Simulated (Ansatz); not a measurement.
# The iron atom (quintet): the correlation ladder, def2-SVP

How much of the correlation energy of the iron atom (quintet) does each wave-function method recover here?

Method: def2-SVP, core rule «outside noble gas», up to 9 orbitals frozen; program: Ansatz 0.2.0, Gaussian basis.

The runs, in order: CCSD(T) on UHF; CISD; CCSDT(Q) on ROHF; CCSDT(Q) on UHF; CISDTQ; CCSDTQ on ROHF; CCSDTQ on UHF; CASSCF and MRCISD+Q, 8 electrons in 6 orbitals; CASSCF and MRCISD+Q(relaxed), 8 electrons in 6 orbitals; CASSCF and NEVPT4(SD), 8 electrons in 6 orbitals; CASSCF and NEVPT2, 8 electrons in 6 orbitals; Full CI.

### 1 The atom

A free atom, in its lowest state of this spin that the program finds.

1 atom, charge 0, spin multiplicity 5.

### 2 CCSD(T) on UHF

Contents of in.yaml:

```yaml
crystal:
  periodic: [false, false, false]
  atoms:
    - {symbol: Fe, position_ang: [0.000000, 0.000000, 0.000000]}
basis:
  gaussian: {orbitals: def2-SVP}
magnetization: {spin_polarized: true, initial_magnetization: 4}
correlation: {method: ccsd_t, electrons: outside_noble_gas}
```

Launch:

```sh
$ ansatz run in.yaml --threads 1 --pin off --events-out ev --progress --plain --max-ram 3916MiB
```

After this run come: CISD; CCSDT(Q) on ROHF; CCSDT(Q) on UHF; CISDTQ; CCSDTQ on ROHF; CCSDTQ on UHF; CASSCF and MRCISD+Q, 8 electrons in 6 orbitals; CASSCF and MRCISD+Q(relaxed), 8 electrons in 6 orbitals; CASSCF and NEVPT4(SD), 8 electrons in 6 orbitals; CASSCF and NEVPT2, 8 electrons in 6 orbitals; Full CI.

Before running them: what should the planned runs give, taken together? Wanted: FCI below the UHF energy; UMP2 from FCI; UCCSD(T) from FCI; UCCSDT(Q) from FCI; NEVPT2 valence from FCI; NEVPT4(SD) valence from FCI; MRCISD+Q valence from FCI; effectively unpaired electrons.

The runs gave:

| quantity | value |
| --- | --- |
| FCI below the UHF energy | -3.3028 eV |
| UMP2 from FCI | +10.22 kcal/mol |
| UCCSD(T) from FCI | -1.09 kcal/mol |
| UCCSDT(Q) from FCI | -1.26 kcal/mol |
| NEVPT2 valence from FCI | +22.69 kcal/mol |
| NEVPT4(SD) valence from FCI | +4.60 kcal/mol |
| MRCISD+Q valence from FCI | +0.46 kcal/mol |
| levels within 1 kcal/mol (43 meV) | UCCSD, MRCISD+Q valence, MRCISD+Q(relaxed) valence |
| effectively unpaired electrons | 4.07 |

What this shows: UCCSD(T) misses by -1.09 kcal/mol, 1.4 % of the correlation energy. UCCSD(T), UCCSDT, UCCSDT(Q), UCCSDTQ fall below full CI: unrestricted runs freeze a spin-polarised core, another one than full CI's, and coupled cluster isn't variational. One determinant dominates. Of the multireference levels listed MRCISD+Q(relaxed) valence comes nearest in total energy (+0.45 kcal/mol), which doesn't show that its space is the better one. These misses are within one basis, not against nature; the frozen cores of restricted and unrestricted runs differ, which can shift their rows.
